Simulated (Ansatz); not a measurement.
# ReS2 (fluorite): one cell, many starting occupations (series 2), part 2 of 2

Aim: start the open shells of ReS2 (fluorite) from different occupation matrices at one fixed cell, and see in which states the SCF ends. Cell and atoms stay fixed. The cell was built by placing the elements on the sites of a structure type; the runs don't test whether it is the stable form.

Ansatz 0.2.0; DFT r²SCAN+U (U_eff = 2.5 eV on Re d), plane waves, PAW, no spin–orbit coupling unless a run says so. The steps go on from the part before.

**4. Random orbitals: single harmonics, first filling**

File input.yaml:

```yaml
crystal:
  lattice:
    - [0.0, 2.9719838, 2.9719838]
    - [2.9719838, 0.0, 2.9719838]
    - [2.9719838, 2.9719838, 0.0]
  atoms:
    - { symbol: Re, position: [0.0, 0.0, 0.0], spin: 3.0 }
    - { symbol: S, position: [0.25, 0.25, 0.25] }
    - { symbol: S, position: [0.75, 0.75, 0.75] }
basis:
  ecutwfc: 500
  ecutrho_ratio: 4
kpoints:
  mp_grid: { grid: [6, 6, 6] }
hamiltonian:
  xc: r2scan
  hubbard:
    sites:
      - { site: 0, l: d, u_eff: 2.5, starting_ns: [{ spin: up, occupation_matrix: s0up }, { spin: down, occupation_matrix: s0down }] }
    occupation_matrices:
      s0up:
        matrix:
          - [0.97, 0.0, 0.0, 0.0, 0.0]
          - [0.0, 0.02, 0.0, 0.0, 0.0]
          - [0.0, 0.0, 0.02, 0.0, 0.0]
          - [0.0, 0.0, 0.0, 0.97, 0.0]
          - [0.0, 0.0, 0.0, 0.0, 0.97]
      s0down:
        matrix:
          - [0.02, 0.0, 0.0, 0.0, 0.0]
          - [0.0, 0.02, 0.0, 0.0, 0.0]
          - [0.0, 0.0, 0.02, 0.0, 0.0]
          - [0.0, 0.0, 0.0, 0.02, 0.0]
          - [0.0, 0.0, 0.0, 0.0, 0.02]
    ns_hold: { iters: 12 }
scf:
  occupations: { method: gaussian, width: 0.05 }
  lower_state_search: "off"
  max_iter: 150
output:
  forces: true
  stress: true
  eigenvalues: true
  populations: true
  hubbard: { sites: [{ site: 0, l: d }] }
magnetization:
  spin_polarized: true
```

The typed matrices put 0.97 on the chosen orbitals and 0.02 on the others, and are held for 12 cycles.

Run with:

```
$ ansatz run input.yaml --threads 4 --pin off --max-ram 6144MiB --backend cpu --events-out ev --progress --plain --runs-dir out
```

Output, cut to the lines that bear on the results:

```text
Warning: crystal.symmetry: narrowed to the stabiliser of the occupation matrices — unitary ops 48 → 16; lowered by the specified shell (site 0, l: d); largest admitted image defect 8.9e-16, smallest excluded 9.5e-1 — at a splitting's scale: the group the occupation matrices' own texture admits
Warning: RAYON_NUM_THREADS=4 ignored (pool sized by the plan → 4); use --threads N
Re: projections on atomic orbitals take those of the free atom [Kr 4d10 4f14] 5s2 5p6 5d5 6s2, of charge +0.00 (hamiltonian.pseudopotentials.projection_atoms); the dataset's partial waves leave at most 7.1e-5 of an orbital's norm unspanned inside its sphere
S: projections on atomic orbitals take those of the free atom [Ne] 3s2 3p4, of charge +0.00 (hamiltonian.pseudopotentials.projection_atoms); the dataset's partial waves leave at most 1.6e-7 of an orbital's norm unspanned inside its sphere
[...]
Pseudopotentials: kind: paw
Pseudopotential: Re, paw, valence charge 15, recommended cutoff 500 eV (meta_gga), Re.paw.azcp
Pseudopotential: S, paw, valence charge 6, recommended cutoff 500 eV (meta_gga), S.paw.azcp
Functional definition: r2SCAN
[...]
Crystal: 3 atoms, lattice volume = 52.501 Å³
[...]
WARN: hamiltonian.hubbard: on 2 of 2 specified blocks the occupation matrix of this SCF's result fails the test of the specified filling. At site 0 ↑ (sites count from 0 in the list of atoms of the cell that this SCF solves) the least filled combination of the orbitals specified full has [...]
  k-point 0 ↑: bands = ["-70.6887", "-32.2443", "-32.2443", "-31.5154", "-4.3558", "0.4348", "5.2981", "5.3926", "5.3926", "8.0421", "9.0207", "11.0323", "11.0440", "11.0440", "15.5869", "15.6891", "15.6891", "16.4627", "16.4627"]
[...]
Occupation matrices written to <dir>
--- Löwdin populations: 3 sites ---
  site symbol       q [e]    m [muB]
     0     Re     14.3589     1.0800
     1      S      6.2069    -0.0743
     2      S      6.2069    -0.0743
  spilling = 0.008421 (of n_electrons = 27.000000)
--- Occupation matrices: 1 shell (run DFT+U table (all-electron-ortho-atomic); ε = 1.26e-2) ---
  Re0 d_5D: site group Oh (m-3m)
  Re0 d_5D up     Tr n = 3.3763  λ = 0.483 0.483 0.500 0.945 0.966  [2× xz 0.50 (T2g 1.00) T2g(1.00) | xy 1.00 (T2g 1.00) T2g(1.00) | z2 1.00 (Eg 1.00) Eg(1.00) | x2-y2 1.00 (Eg 1.00) Eg(1.00)]
  Re0 d_5D dn     Tr n = 2.3293  λ = 0.118 0.395 0.395 0.492 0.930  [x2-y2 1.00 (Eg 1.00) Eg(1.00) | 2× xz 0.50 (T2g 1.00) T2g(1.00) | xy 1.00 (T2g 1.00) T2g(1.00) | z2 1.00 (Eg 1.00) Eg(1.00)]
  specified occupation → Re0 d_5D up: matrix, ‖Δ‖_F = 0.8059, Tr Δ = -0.4263, displaced = 0.7121, d_λ = 0.8059; orbital distance = 0.0000
  specified occupation → Re0 d_5D dn: matrix, ‖Δ‖_F = 1.1581, Tr Δ = -2.2293, displaced = 1.1147, d_λ = 1.1581; orbital distance = 0.0000
  Tr n, λ and their labels are of the run-group-symmetrised matrices; stabiliser: 16 of 96 elements of G0×{1,Θ} (closed), max defect 1.6e-15 at τ = 2.7e-3
```

Run time: 16 s. Hardware: 4 threads of Arm Neoverse N1, shared host; peak memory 0.61 GiB.

Result: no gap, pressure -8.1 GPa, moments in spheres Re 0.79 μB, largest force component 0.00 eV/Å, 16 symmetry operations imposed. The program reports that the typed filling wasn't kept.

The shells' filling, with natural orbitals sorted by occupation:

```tsv
shell	channel	electrons	over 0.8	0.2 to 0.8	under 0.2
Re 5d (atom 1)	up	3.38	2	3	0
Re 5d (atom 1)	down	2.33	1	3	1
```

**5. Random orbitals: fully mixed, one electron more**

Edit input.yaml of step 4 so:

```diff
@@ -6,3 +6,3 @@
   atoms:
-    - { symbol: Re, position: [0.0, 0.0, 0.0], spin: 3.0 }
+    - { symbol: Re, position: [0.0, 0.0, 0.0], spin: 4.0 }
     - { symbol: S, position: [0.25, 0.25, 0.25] }
@@ -22,7 +22,7 @@
         matrix:
-          - [0.97, 0.0, 0.0, 0.0, 0.0]
-          - [0.0, 0.02, 0.0, 0.0, 0.0]
-          - [0.0, 0.0, 0.02, 0.0, 0.0]
-          - [0.0, 0.0, 0.0, 0.97, 0.0]
-          - [0.0, 0.0, 0.0, 0.0, 0.97]
+          - [0.94856, -0.10146, -0.01286, -0.00143, -0.09717]
+          - [-0.10146, 0.48976, -0.06088, -0.00676, -0.45995]
+          - [-0.01286, -0.06088, 0.96228, -0.00086, -0.0583]
+          - [-0.00143, -0.00676, -0.00086, 0.9699, -0.00648]
+          - [-0.09717, -0.45995, -0.0583, -0.00648, 0.52949]
       s0down:
@@ -34,3 +34,3 @@
           - [0.0, 0.0, 0.0, 0.0, 0.02]
-    ns_hold: { iters: 12 }
+    ns_hold: { iters: 5 }
 scf:
```

The typed matrices are held for 5 cycles.

Run with:

```
$ ansatz run input.yaml --threads 4 --pin off --max-ram 6144MiB --backend cpu --events-out ev --progress --plain --runs-dir out
```

Output, cut to the lines that bear on the results:

```text
Warning: crystal.symmetry: narrowed to the stabiliser of the occupation matrices — unitary ops 48 → 2; lowered by the specified shell (site 0, l: d); largest admitted image defect 4.4e-16, smallest excluded 1.2e-1 — at a splitting's scale: the group the occupation matrices' own texture admits
Warning: RAYON_NUM_THREADS=4 ignored (pool sized by the plan → 4); use --threads N
Re: projections on atomic orbitals take those of the free atom [Kr 4d10 4f14] 5s2 5p6 5d5 6s2, of charge +0.00 (hamiltonian.pseudopotentials.projection_atoms); the dataset's partial waves leave at most 7.1e-5 of an orbital's norm unspanned inside its sphere
S: projections on atomic orbitals take those of the free atom [Ne] 3s2 3p4, of charge +0.00 (hamiltonian.pseudopotentials.projection_atoms); the dataset's partial waves leave at most 1.6e-7 of an orbital's norm unspanned inside its sphere
[...]
[... 4 set-up lines as earlier in the session ...]
[...]
Crystal: 3 atoms, lattice volume = 52.501 Å³
[...]
WARN: hamiltonian.hubbard: on 2 of 2 specified blocks the occupation matrix of this SCF's result fails the test of the specified filling. At site 0 ↑ (sites count from 0 in the list of atoms of the cell that this SCF solves) the least filled combination of the orbitals specified full has [...]
  k-point 0 ↑: bands = ["-70.6882", "-32.2806", "-32.2050", "-31.5168", "-4.3557", "0.4350", "5.2984", "5.3881", "5.3971", "8.0427", "9.0209", "11.0326", "11.0436", "11.0447", "15.5873", "15.6835", "15.6950", "16.4467", "16.4799", "16.8154"]
[...]
Occupation matrices written to <dir>
--- Löwdin populations: 3 sites ---
  site symbol       q [e]    m [muB]
     0     Re     14.3590     1.0799
     1      S      6.2068    -0.0746
     2      S      6.2068    -0.0746
  spilling = 0.008421 (of n_electrons = 27.000000)
--- Occupation matrices: 1 shell (run DFT+U table (all-electron-ortho-atomic); ε = 2.00e-2, under-converged) ---
  Re0 d_5D: site group Oh (m-3m)
  Re0 d_5D up     Tr n = 3.3763  λ = 0.482 0.484 0.500 0.945 0.966  [3× xz 0.33 (T2g 1.00) T2g(1.00) | x2-y2 0.72 (Eg 1.00) Eg(1.00) | z2 0.72 (Eg 1.00) Eg(1.00)]
  Re0 d_5D dn     Tr n = 2.3295  λ = 0.118 0.391 0.399 0.491 0.930  [z2 0.71 (Eg 1.00) Eg(1.00) | 2× xz 0.50 (T2g 1.00) T2g(1.00) | yz 1.00 (T2g 1.00) T2g(1.00) | x2-y2 0.71 (Eg 1.00) Eg(1.00)]
  specified occupation → Re0 d_5D up: matrix, ‖Δ‖_F = 0.8330, Tr Δ = +0.5237, displaced = 0.7455, d_λ = 0.8193; orbital distance = 0.8257
  specified occupation → Re0 d_5D dn: matrix, ‖Δ‖_F = 1.1581, Tr Δ = -2.2295, displaced = 1.1147, d_λ = 1.1581; orbital distance = 0.0000
  Tr n, λ and their labels are of the run-group-symmetrised matrices; stabiliser: 8 of 96 elements of G0×{1,Θ} (closed), max defect 5.4e-6 at τ = 6.4e-3
```

It took 1.7 min on 4 threads of Arm Neoverse N1, shared host; peak memory 0.8 GiB.

It ends with no gap, pressure -8.1 GPa, moments in spheres Re 0.79 μB, largest force component 0.00 eV/Å, 2 symmetry operations imposed. The program reports that the typed filling wasn't kept.

The shells' filling, with natural orbitals sorted by occupation:

```tsv
shell	channel	electrons	over 0.8	0.2 to 0.8	under 0.2
Re 5d (atom 1)	up	3.38	2	3	0
Re 5d (atom 1)	down	2.33	1	3	1
```

**6. Random orbitals: drawn by pairs, first filling**

Edit input.yaml of step 5 so:

```diff
@@ -6,3 +6,3 @@
   atoms:
-    - { symbol: Re, position: [0.0, 0.0, 0.0], spin: 4.0 }
+    - { symbol: Re, position: [0.0, 0.0, 0.0], spin: 3.0 }
     - { symbol: S, position: [0.25, 0.25, 0.25] }
@@ -22,7 +22,7 @@
         matrix:
-          - [0.94856, -0.10146, -0.01286, -0.00143, -0.09717]
-          - [-0.10146, 0.48976, -0.06088, -0.00676, -0.45995]
-          - [-0.01286, -0.06088, 0.96228, -0.00086, -0.0583]
-          - [-0.00143, -0.00676, -0.00086, 0.9699, -0.00648]
-          - [-0.09717, -0.45995, -0.0583, -0.00648, 0.52949]
+          - [0.97, 0.0, 0.0, 0.0, 0.0]
+          - [0.0, 0.97, 0.0, 0.0, 0.0]
+          - [0.0, 0.0, 0.495, 0.475, 0.0]
+          - [0.0, 0.0, 0.475, 0.495, 0.0]
+          - [0.0, 0.0, 0.0, 0.0, 0.02]
       s0down:
```

The typed matrices put 0.97 on the chosen orbitals and 0.02 on the others, and are held for 5 cycles.

Run with:

```
$ ansatz run input.yaml --threads 4 --pin off --max-ram 6144MiB --backend cpu --events-out ev --progress --plain --runs-dir out
```

Output, cut to the lines that bear on the results:

```text
Warning: crystal.symmetry: narrowed to the stabiliser of the occupation matrices — unitary ops 48 → 4; lowered by the specified shell (site 0, l: d); largest admitted image defect 4.4e-16, smallest excluded 4.8e-1 — at a splitting's scale: the group the occupation matrices' own texture admits
Warning: RAYON_NUM_THREADS=4 ignored (pool sized by the plan → 4); use --threads N
Re: projections on atomic orbitals take those of the free atom [Kr 4d10 4f14] 5s2 5p6 5d5 6s2, of charge +0.00 (hamiltonian.pseudopotentials.projection_atoms); the dataset's partial waves leave at most 7.1e-5 of an orbital's norm unspanned inside its sphere
S: projections on atomic orbitals take those of the free atom [Ne] 3s2 3p4, of charge +0.00 (hamiltonian.pseudopotentials.projection_atoms); the dataset's partial waves leave at most 1.6e-7 of an orbital's norm unspanned inside its sphere
[...]
[... 4 set-up lines as earlier in the session ...]
[...]
Crystal: 3 atoms, lattice volume = 52.501 Å³
[...]
WARN: hamiltonian.hubbard: on 2 of 2 specified blocks the occupation matrix of this SCF's result fails the test of the specified filling. At site 0 ↑ (sites count from 0 in the list of atoms of the cell that this SCF solves) the least filled combination of the orbitals specified full has [...]
  k-point 0 ↑: bands = ["-70.6557", "-32.4462", "-31.7289", "-31.7288", "-4.3560", "0.4356", "5.3428", "5.3428", "5.4182", "8.0986", "9.0287", "11.0425", "11.0425", "11.0458", "15.6421", "15.6421", "15.7402", "16.3863", "16.6896"]
[...]
Occupation matrices written to <dir>
--- Löwdin populations: 3 sites ---
  site symbol       q [e]    m [muB]
     0     Re     14.3738     1.0536
     1      S      6.1983    -0.0987
     2      S      6.1983    -0.0987
  spilling = 0.008503 (of n_electrons = 27.000000)
--- Occupation matrices: 1 shell (run DFT+U table (all-electron-ortho-atomic); ε = 8.40e-3) ---
  Re0 d_5D: site group Oh (m-3m)
  Re0 d_5D up     Tr n = 3.3708  λ = 0.476 0.492 0.492 0.946 0.965  [xy 1.00 (T2g 1.00) T2g(1.00) | 2× xz 0.50 (T2g 1.00) T2g(1.00) | x2-y2 1.00 (Eg 1.00) Eg(1.00) | z2 1.00 (Eg 1.00) Eg(1.00)]
  Re0 d_5D dn     Tr n = 2.3468  λ = 0.143 0.369 0.451 0.451 0.932  [z2 1.00 (Eg 1.00) Eg(1.00) | xy 1.00 (T2g 1.00) T2g(1.00) | 2× xz 0.50 (T2g 1.00) T2g(1.00) | x2-y2 1.00 (Eg 1.00) Eg(1.00)]
  specified occupation → Re0 d_5D up: matrix, ‖Δ‖_F = 1.0444, Tr Δ = -0.4208, displaced = 0.9960, d_λ = 0.8123; orbital distance = 1.0000
  specified occupation → Re0 d_5D dn: matrix, ‖Δ‖_F = 1.1581, Tr Δ = -2.2468, displaced = 1.1234, d_λ = 1.1581; orbital distance = 0.0000
  Tr n, λ and their labels are of the run-group-symmetrised matrices; stabiliser: 16 of 96 elements of G0×{1,Θ} (closed), max defect 2.9e-5 at τ = 1.8e-3
```

Wall time 51 s (4 threads of Arm Neoverse N1, shared host); peak memory 0.71 GiB.

Result: no gap, pressure -8.5 GPa, moments in spheres Re 0.78; S -0.07 μB, largest force component 0.00 eV/Å, 4 symmetry operations imposed. The program reports that the typed filling wasn't kept.

The shells' filling, with natural orbitals sorted by occupation:

```tsv
shell	channel	electrons	over 0.8	0.2 to 0.8	under 0.2
Re 5d (atom 1)	up	3.37	2	3	0
Re 5d (atom 1)	down	2.35	1	3	1
```

**7. The states in order of energy**

The summary covers parts 1 to 2.

Energies count from the lowest free state and have the smearing extrapolated to zero.

| start | energy (meV/atom) | gap (eV) | pressure (GPa) | largest moment (μB) | SCF cycles | time |
| --- | --- | --- | --- | --- | --- | --- |
| random orbitals: fully mixed, first filling (earlier series) | 0.0 | metal | -8.5 | 0.78 | 60 | 6.1 min |
| random orbitals: drawn by pairs, first filling | 0.0 | metal | -8.5 | 0.78 | 44 | 51 s |
| random orbitals: single harmonics, first filling | 1.7 | metal | -8.1 | 0.79 | 28 | 16 s |
| random orbitals: single harmonics, second filling | 1.7 | metal | -8.1 | 0.79 | 25 | 21 s |
| random orbitals: fully mixed, one electron more | 1.7 | metal | -8.1 | 0.79 | 47 | 1.7 min |
| random orbitals: fully mixed, first filling | 1.7 | metal | -8.1 | 0.79 | 37 | 76 s |

The 6 free runs end at 2 energies more than 1 meV/atom apart (states closer than that can still differ), spread over 2 meV/atom; the lowest came from «random orbitals: fully mixed, first filling (earlier series)» and 1 more start. The lowest state found need not be the ground state, and the geometry wasn't relaxed for any of them. Spin–orbit coupling is left out.
